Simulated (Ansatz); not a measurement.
# CH5BF3N: the cost of one run

All numbers below are computed with Ansatz 0.2.0 (RKS PBE-D4/6-31G*).

## (1) Starting point

Bond lengths: B1–F2 1.670 Å, B1–F3 1.320 Å, B1–F4 1.320 Å, B1–N5 1.850 Å, N5–H6 1.060 Å, N5–C7 1.470 Å, C7–H8 1.110 Å, C7–H9 1.110 Å, C7–H10 1.110 Å, N5–H11 1.170 Å. Angles (14 of 18 angles, heavy atoms first): F2–B1–F3 120.0°, F2–B1–F4 120.0°, F2–B1–N5 71.6°, F3–B1–F4 120.0°, F3–B1–N5 97.0°, F4–B1–N5 101.2°, B1–N5–C7 120.0°, B1–N5–H6 120.0°, B1–N5–H11 72.7°, H6–N5–C7 120.0°, C7–N5–H11 59.1°, N5–C7–H8 109.5°, N5–C7–H9 109.5°, N5–C7–H10 109.5°.

Structure file:

```xyz
11

B     0.0000    0.0000    0.0000
F     0.0000    0.0000    1.6700
F     1.1431    0.0000   -0.6600
F    -1.1431    0.0000   -0.6600
N     0.0773   -1.7539    0.5833
H    -0.4410   -2.5119    0.0539
C     0.8576   -2.0964    1.7812
H     0.9977   -3.1964    1.8301
H     1.8490   -1.5995    1.7321
H     0.3162   -1.7522    2.6870
H     0.0473   -1.0728    1.5337
```

## (2) Pulling towards end A

Springs on the bonds that form and break draw the guess towards this end; the thresholds are loose.

input.yaml reads:

```yaml
crystal:
  periodic: [false, false, false]
  atoms:
    - { symbol: B, position_ang: [0.0, 0.0, 0.0] }
    - { symbol: F, position_ang: [0.0, 0.0, 1.67] }
    - { symbol: F, position_ang: [1.1431, 0.0, -0.66] }
    - { symbol: F, position_ang: [-1.1431, 0.0, -0.66] }
    - { symbol: "N", position_ang: [0.0773, -1.7539, 0.5833] }
    - { symbol: H, position_ang: [-0.441, -2.5119, 0.0539] }
    - { symbol: C, position_ang: [0.8576, -2.0964, 1.7812] }
    - { symbol: H, position_ang: [0.9977, -3.1964, 1.8301] }
    - { symbol: H, position_ang: [1.849, -1.5995, 1.7321] }
    - { symbol: H, position_ang: [0.3162, -1.7522, 2.687] }
    - { symbol: H, position_ang: [0.0473, -1.0728, 1.5337] }
basis:
  gaussian: { orbitals: "6-31G*" }
hamiltonian:
  xc: pbe
  dispersion: d4
relax:
  f_tol: 0.15
  max_steps: 25
  restrain:
    - { distance: [0, 4], at: 2.75, k: 30.0 }
    - { distance: [10, 1], at: 2.12, k: 30.0 }
    - { distance: [0, 1], at: 1.32, k: 30.0 }
    - { distance: [10, 4], at: 1.06, k: 30.0 }
```

Launch:

```bash
ansatz run input.yaml --threads 2 --pin off --max-ram 3072MiB --backend cpu --events-out ev --progress --plain --runs-dir out
```

**Question.** How long does this run take on 2 threads of Intel Xeon Platinum 8259CL at 2.50GHz (Skylake/Cascade Lake), shared host, and how much memory does it need?

About 39 s, with a peak of 0.17 GiB.
